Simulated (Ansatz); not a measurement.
# CH3F3SSn: a ladder of functionals and wavefunction methods

One table from this session's results is given with a row withheld; the runs are named, their logs left out.

Program: Ansatz 0.2.0, Gaussian basis. Level of theory: functionals in def2-TZVPP, the program's frozen cores in correlated methods. These are calculated values, not measurements.

Plan: LDA (SPW92), PBE-D4, revPBE-D4, BLYP-D4, r2SCAN-D4, B97M-V, PBE0-D4, B3LYP-D4, r2SCANh-D4, r2SCAN0-D4, HSE06-D4, BHLYP-D4, CAM-B3LYP-D4, LC-ωPBE, ωB97X-V, ωB97M-V, B2PLYP, PBE-QIDH; CCSD(T)/def2-SVP; CCSD(T)/def2-TZVPP; MP2/def2-QZVPP; extrapolation to the limit; RPA on PBE.

## The geometry

The geometry comes from an earlier relaxation with PBE0-D4 in a triple-zeta def2 set; it is a stationary point, not always the lowest conformer. Sn takes the def2 core potential; no spin-orbit term is included.

SMILES `C[S][Sn]([F])([F])[F]`, 9 atoms, charge 0, spin multiplicity 1.

Atoms are counted from 1 here; the program's logs count them from 0.

Bond lengths: C1–S2 1.824 Å, C1–H7 1.088 Å, C1–H8 1.088 Å, C1–H9 1.090 Å, S2–Sn3 2.341 Å, Sn3–F4 1.896 Å, Sn3–F5 1.891 Å, Sn3–F6 1.897 Å. Angles: S2–C1–H7 111.5°, S2–C1–H8 111.4°, S2–C1–H9 104.7°, H7–C1–H8 111.0°, H7–C1–H9 109.0°, H8–C1–H9 109.0°, C1–S2–Sn3 98.4°, S2–Sn3–F4 113.8°, S2–Sn3–F5 113.7°, S2–Sn3–F6 113.2°, F4–Sn3–F5 106.2°, F4–Sn3–F6 102.7°, F5–Sn3–F6 106.4°.

The first run:

in.yaml

```yaml
crystal:
  periodic: [false, false, false]
  atoms:
    - {symbol: C, position_ang: [-0.051424, -1.405400, 0.888702]}
    - {symbol: S, position_ang: [1.320596, -0.676340, -0.067701]}
    - {symbol: Sn, position_ang: [0.215837, 1.234135, -0.847406]}
    - {symbol: F, position_ang: [-1.312369, 0.854871, -1.904328]}
    - {symbol: F, position_ang: [1.308296, 2.370485, -1.891123]}
    - {symbol: F, position_ang: [-0.497274, 2.306219, 0.545282]}
    - {symbol: H, position_ang: [-0.371744, -0.745218, 1.692382]}
    - {symbol: H, position_ang: [-0.888187, -1.670405, 0.245364]}
    - {symbol: H, position_ang: [0.364767, -2.314848, 1.321730]}
basis:
  gaussian: {orbitals: def2-TZVPP}
hamiltonian: {xc: lda}
output: {orbitals: {seedname: orbitals}}
```

Started as:

```
ansatz run in.yaml --threads 4 --pin off --events-out ev --progress --plain --max-ram 11315MiB
```

Steps of the session up to this table: LDA; PBE-D4 (GGA); revPBE-D4 (GGA); BLYP-D4 (GGA); r2SCAN-D4 (meta-GGA); B97M-V (meta-GGA); B3LYP-D4 (hybrid); r2SCANh-D4 (hybrid); r2SCAN0-D4 (hybrid); HSE06-D4 (hybrid); BHLYP-D4 (hybrid); CAM-B3LYP-D4 (range-separated); LC-ωPBE (range-separated); ωB97X-V (range-separated); ωB97M-V (range-separated); B2PLYP (double hybrid); PBE-QIDH (double hybrid).

One of the session's tables, all rows but one given; the rest of the session is left out.

It belongs to the step «Frontier levels by functional». 

```
  functional  HOMO (eV)  LUMO (eV)  gap (eV)
 LDA (SPW92)      -7.11      -3.99      3.13
      PBE-D4      -6.96      -3.61      3.35
   revPBE-D4      -6.89      -3.46      3.43
     BLYP-D4      -6.82      -3.57      3.25
   r2SCAN-D4      -7.25      -3.41      3.84
      B97M-V      -7.31      -3.38      3.93
     PBE0-D4      -8.26      -2.68      5.59
    B3LYP-D4      -8.03      -3.01      5.02
  r2SCANh-D4      -7.73      -3.07      4.66
  r2SCAN0-D4      -8.46      -2.56      5.90
    HSE06-D4          ?          ?         ?
    BHLYP-D4      -9.44      -1.71      7.72
CAM-B3LYP-D4      -9.63      -1.69      7.94
     LC-ωPBE     -11.01      -0.36     10.65
     ωB97X-V     -10.64      -0.49     10.15
     ωB97M-V     -10.48      -0.61      9.87
```

Q: Estimate the row for HSE06-D4 from the others.

**Answer.** HOMO (eV): -7.86; LUMO (eV): -3.05; gap (eV): 4.81. In the column «HOMO (eV)» it lies between B3LYP-D4 (-8.03) and r2SCANh-D4 (-7.73).
